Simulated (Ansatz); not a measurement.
**CHIN radical: geometry and frequencies at several levels**

The task here is to estimate one member of a computed series from the others.

Method: the levels named in each step, in Ansatz 0.2.0.

### The starting structure

Bond lengths: C1–N2 1.138 Å, C1–H4 1.058 Å. Angles: N2–C1–H4 179.6°.

Coordinates:

```xyz
4

C     2.6905   -1.7456   -1.1028
N     1.6712   -1.8662   -0.6123
I    -0.4680    0.3842    0.1843
H     3.6396   -1.6399   -1.5589
```

Set-up of the first run:

Input file input.yaml:

```yaml
crystal:
  periodic: [false, false, false]
  atoms:
    - { symbol: C, position_ang: [2.6905, -1.74558, -1.10277] }
    - { symbol: "N", position_ang: [1.67118, -1.86616, -0.61227] }
    - { symbol: I, position_ang: [-0.468, 0.3842, 0.18433] }
    - { symbol: H, position_ang: [3.63959, -1.6399, -1.55886] }
magnetization:
  spin_polarized: true
  initial_magnetization: 1
basis:
  gaussian: { orbitals: def2-SVP }
hamiltonian:
  xc: pbe
  dispersion: d4
relax:
  f_tol: 0.03
  max_steps: 200
```

Started as:

```sh
$ ansatz run input.yaml --threads 2 --pin off --max-ram 5120MiB --backend cpu --events-out ev --progress --plain --runs-dir out
```

Steps of the session up to this table: A rough first relaxation, PBE-D4/def2-SVP; Relaxation, PBE0-D4/def2-TZVPP; Frequencies, PBE0-D4/def2-TZVPP; Relaxation, PBE-D4/def2-TZVPP; Frequencies, PBE-D4/def2-TZVPP; Relaxation, r2SCAN-D4/def2-TZVPP; Frequencies, r2SCAN-D4/def2-TZVPP; Relaxation, B3LYP-D4/def2-TZVPP; Frequencies, B3LYP-D4/def2-TZVPP; Relaxation, B2PLYP/def2-TZVPP.

One table of the session follows, with a row left open; its other results are not shown here.

It belongs to the step «Geometries side by side». 

```
               level  C1–N2 (Å)  rotational constants (MHz)  dipole (D)  highest frequency (cm⁻¹)
  PBE0-D4/def2-TZVPP     1.1439                      1669.9        4.13                      3455
   PBE-D4/def2-TZVPP     1.1562                      1762.9        4.34                      3363
r2SCAN-D4/def2-TZVPP          ?                           ?           ?                         ?
 B3LYP-D4/def2-TZVPP     1.1444                      1637.9        4.11                      3444
   B2PLYP/def2-TZVPP     1.1526                        1560        3.91                         -
```

Q: Estimate the row for r2SCAN-D4/def2-TZVPP from the others.

As computed: C1–N2 (Å): 1.1476; rotational constants (MHz): 1678.7; dipole (D): 4.22; highest frequency (cm⁻¹): 3439. In the column «C1–N2 (Å)» it lies between B3LYP-D4/def2-TZVPP (1.1444) and B2PLYP/def2-TZVPP (1.1526).

To keep in mind: Warnings in the runs' records: vibrations at or below zero.
